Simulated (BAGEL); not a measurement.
# CH6BNS (SMILES CNBS) at B3LYP/cc-pVDZ (density fitting with qzvpp-jkfit)

Aim: the energy change on altering one bond length of CH6BNS at B3LYP/cc-pVDZ (density fitting with qzvpp-jkfit), from 2 runs. 

The calculation is run with BAGEL 1.2.2.

6 further runs of the same task are left out: 4 that didn't finish, 2 set aside as unsound or not needed.

## (1) The structure to begin with

CH6BNS: 10 atoms, total charge 0, spin state singlet. As SMILES, `CNBS`. The coordinates come from a PBE0-D4/def2-TZVP relaxation. This is one conformer, not always the lowest.

Bond lengths: C1–N2 1.444 Å, N2–B3 1.389 Å, B3–S4 1.820 Å, C1–H5 1.095 Å, C1–H6 1.094 Å, C1–H7 1.090 Å, N2–H8 1.009 Å, B3–H9 1.195 Å, S4–H10 1.339 Å. Some angles: C1–N2–B3 125.8°, N2–B3–S4 119.9°, C1–N2–H8 114.1°, B3–N2–H8 120.1°, N2–C1–H5 111.6°, N2–C1–H6 111.6°, N2–C1–H7 109.1°, N2–B3–H9 119.9°, S4–B3–H9 120.2°, B3–S4–H10 96.2°.

## (2) A single-point energy at B3LYP/cc-pVDZ (density fitting with qzvpp-jkfit)

Input file input.json:

```json
{ "bagel": [

{
  "title": "molecule",
  "basis": "cc-pvdz.json",
  "df_basis": "qzvpp-jkfit",
  "angstrom": true,
  "geometry": [
    { "atom": "C", "xyz": [   -1.419800,    0.603200,   -0.178200 ] },
    { "atom": "N", "xyz": [   -0.346000,   -0.358300,   -0.260500 ] },
    { "atom": "B", "xyz": [    0.946000,   -0.176300,    0.215700 ] },
    { "atom": "S", "xyz": [    2.178200,   -1.501700,    0.025400 ] },
    { "atom": "H", "xyz": [   -1.782500,    0.888900,   -1.170700 ] },
    { "atom": "H", "xyz": [   -2.266900,    0.213800,    0.395100 ] },
    { "atom": "H", "xyz": [   -1.056500,    1.501100,    0.321300 ] },
    { "atom": "H", "xyz": [   -0.601200,   -1.223700,   -0.711100 ] },
    { "atom": "H", "xyz": [    1.244800,    0.850200,    0.748900 ] },
    { "atom": "H", "xyz": [    3.186700,   -0.848400,    0.617000 ] }
  ]
},
{
  "title": "ks",
  "xc_func": "b3lyp"
},
{
  "title": "print",
  "file": "orbitals.molden",
  "orbitals": true
}

]}
```

The basis set cc-pVDZ is read from a file made from the Basis Set Exchange's data (not shown).

The run is started by

```
BAGEL_NUM_THREADS=1 BAGEL input.json > input.out
```

Standard output:

```text
* using 1 threads per process

  ===============================================================
  ===============================================================

  *** Geometry ***

  { "atom" : "C", "xyz" : [     -2.683033,      1.139883,     -0.336749 ] },
  { "atom" : "N", "xyz" : [     -0.653845,     -0.677089,     -0.492274 ] },
  { "atom" : "B", "xyz" : [      1.787681,     -0.333159,      0.407614 ] },
  { "atom" : "S", "xyz" : [      4.116201,     -2.837802,      0.047999 ] },
  { "atom" : "H", "xyz" : [     -3.368437,      1.679778,     -2.212302 ] },
  { "atom" : "H", "xyz" : [     -4.283820,      0.404023,      0.746631 ] },
  { "atom" : "H", "xyz" : [     -1.996496,      2.836668,      0.607169 ] },
  { "atom" : "H", "xyz" : [     -1.136103,     -2.312458,     -1.343784 ] },
  { "atom" : "H", "xyz" : [      2.352331,      1.606645,      1.415216 ] },
  { "atom" : "H", "xyz" : [      6.021990,     -1.603244,      1.165961 ] },

  Number of auxiliary basis functions:      463

  Since a DF basis is specified, we compute 2- and 3-index integrals:
    o Being stored without compression. Storage requirement is 0.030 GB

  Number of basis functions:       90
  Number of electrons      :       40

    * METHOD: MOLECULE                             0.19

  *** Kohn-Sham DFT ***

    * Removing 18581 points whose weight is below 1.00e-10
    * Grid points: 130479

  === Nuclear Repulsion ===
   143.3830570875

       - DIIS with orbital gradients will be used.

  === KS iteration (b3lyp / cc-pvdz.json) ===
      0       -489.33489035          0.08909917           0.40
      1       -461.11263873          0.17222123           0.39
      2       -480.86487700          0.13523344           0.38
      3       -496.29480909          0.12949118           0.38
      4       -503.68317488          0.14191263           0.38
      5       -519.12024305          0.02659755           0.38
      6       -519.56741668          0.00657510           0.38
      7       -519.57863016          0.00520203           0.38
      8       -519.60143869          0.00069095           0.38
      9       -519.60168241          0.00030084           0.38
     10       -519.60172744          0.00007763           0.38
     11       -519.60173156          0.00002245           0.38
     12       -519.60173183          0.00000660           0.38
     13       -519.60173186          0.00000206           0.39
     14       -519.60173186          0.00000072           0.38
     15       -519.60173186          0.00000036           0.38
     16       -519.60173186          0.00000003           0.38
     17       -519.60173186          0.00000002           0.38
     18       -519.60173186          0.00000000           0.39
    * SCF iteration converged.

    * Permanent dipole moment:
           (    0.656912,    -0.271511,     0.085549) a.u.

    * METHOD: KS                                   8.02

    * METHOD: PRINT                                0.01

  ===============================================================
```

Run time: 8.4 s. Hardware: 1 thread of Arm Neoverse V2, shared host; peak memory 0.53 GiB.

## (3) The distorted shape, same level

Input file job.json:

```json
{ "bagel": [

{
  "title": "molecule",
  "basis": "cc-pvdz.json",
  "df_basis": "qzvpp-jkfit",
  "angstrom": true,
  "geometry": [
    { "atom": "C", "xyz": [      -1.365406,       0.560354,      -0.029355 ] },
    { "atom": "N", "xyz": [      -0.291606,      -0.401146,      -0.111655 ] },
    { "atom": "B", "xyz": [       1.000394,      -0.219146,       0.364545 ] },
    { "atom": "S", "xyz": [       2.232594,      -1.544546,       0.174245 ] },
    { "atom": "H", "xyz": [      -1.782500,       0.888900,      -1.170700 ] },
    { "atom": "H", "xyz": [      -2.212506,       0.170954,       0.543945 ] },
    { "atom": "H", "xyz": [      -1.002106,       1.458254,       0.470145 ] },
    { "atom": "H", "xyz": [      -0.546806,      -1.266546,      -0.562255 ] },
    { "atom": "H", "xyz": [       1.299194,       0.807354,       0.897745 ] },
    { "atom": "H", "xyz": [       3.241094,      -0.891246,       0.765845 ] }
  ]
},

{
  "title": "ks",
  "xc_func": "b3lyp"
},

{
  "title": "print",
  "file": "orbitals.molden",
  "orbitals": true
}

]}
```

The basis set cc-pVDZ is read from a file made from the Basis Set Exchange's data (not shown).

The run is started by

```
BAGEL_NUM_THREADS=1 BAGEL job.json > job.out
```

Standard output:

```text
* using 1 threads per process

  ===============================================================
  ===============================================================

  *** Geometry ***

  { "atom" : "C", "xyz" : [     -2.580243,      1.058916,     -0.055473 ] },
  { "atom" : "N", "xyz" : [     -0.551055,     -0.758056,     -0.210997 ] },
  { "atom" : "B", "xyz" : [      1.890471,     -0.414126,      0.688890 ] },
  { "atom" : "S", "xyz" : [      4.218991,     -2.918769,      0.329275 ] },
  { "atom" : "H", "xyz" : [     -3.368437,      1.679778,     -2.212302 ] },
  { "atom" : "H", "xyz" : [     -4.181030,      0.323056,      1.027907 ] },
  { "atom" : "H", "xyz" : [     -1.893706,      2.755701,      0.888445 ] },
  { "atom" : "H", "xyz" : [     -1.033314,     -2.393425,     -1.062508 ] },
  { "atom" : "H", "xyz" : [      2.455121,      1.525678,      1.696492 ] },
  { "atom" : "H", "xyz" : [      6.124780,     -1.684211,      1.447237 ] },

  Number of auxiliary basis functions:      463

  Since a DF basis is specified, we compute 2- and 3-index integrals:
    o Being stored without compression. Storage requirement is 0.030 GB

  Number of basis functions:       90
  Number of electrons      :       40

    * METHOD: MOLECULE                             0.19

  *** Kohn-Sham DFT ***

    * Removing 18338 points whose weight is below 1.00e-10
    * Grid points: 130722

  === Nuclear Repulsion ===
   142.7775157253

       - DIIS with orbital gradients will be used.

  === KS iteration (b3lyp / cc-pvdz.json) ===
      0       -489.48252544          0.08876166           0.39
      1       -461.69129921          0.16738427           0.37
      2       -481.37040937          0.13447922           0.38
      3       -496.35302556          0.13483133           0.37
      4       -504.96532016          0.13667483           0.37
      5       -519.31452695          0.01862421           0.36
      6       -519.55240006          0.00710498           0.37
      7       -519.57759135          0.00393612           0.37
      8       -519.59091053          0.00100452           0.37
      9       -519.59144456          0.00039989           0.38
     10       -519.59152954          0.00004752           0.37
     11       -519.59153076          0.00001704           0.37
     12       -519.59153092          0.00000542           0.39
     13       -519.59153095          0.00000221           0.39
     14       -519.59153095          0.00000044           0.38
     15       -519.59153095          0.00000013           0.38
     16       -519.59153095          0.00000004           0.38
     17       -519.59153095          0.00000001           0.37
     18       -519.59153095          0.00000001           0.38
    * SCF iteration converged.

    * Permanent dipole moment:
           (    0.597438,    -0.233454,     0.026584) a.u.

    * METHOD: KS                                   7.89

    * METHOD: PRINT                                0.01

  ===============================================================
```

It took 8.4 s on 1 thread of Arm Neoverse V2, shared host; peak memory 0.53 GiB.

## (4) Outcome

Level: B3LYP/cc-pVDZ (density fitting with qzvpp-jkfit).

```
                                                         quantity          value
                                        first shape: total energy  -519.60173 Eh
                                       first shape: dipole moment         1.82 D
                                         first shape: HOMO energy       -6.44 eV
                                         first shape: LUMO energy        0.68 eV
                                       first shape: HOMO–LUMO gap        7.12 eV
                                    distorted shape: total energy  -519.59153 Eh
                                   distorted shape: dipole moment         1.63 D
                                     distorted shape: HOMO energy       -6.47 eV
                                     distorted shape: LUMO energy        0.59 eV
                                   distorted shape: HOMO–LUMO gap        7.06 eV
energy change with the C1–H5 bond stretched from 1.095 to 1.259 Å       0.278 eV
```

What this shows: With the C1–H5 bond stretched from 1.095 to 1.259 Å the energy rises by 0.28 eV (26.8 kJ/mol). The first shape isn't relaxed at this level, so the change isn't measured from a minimum.
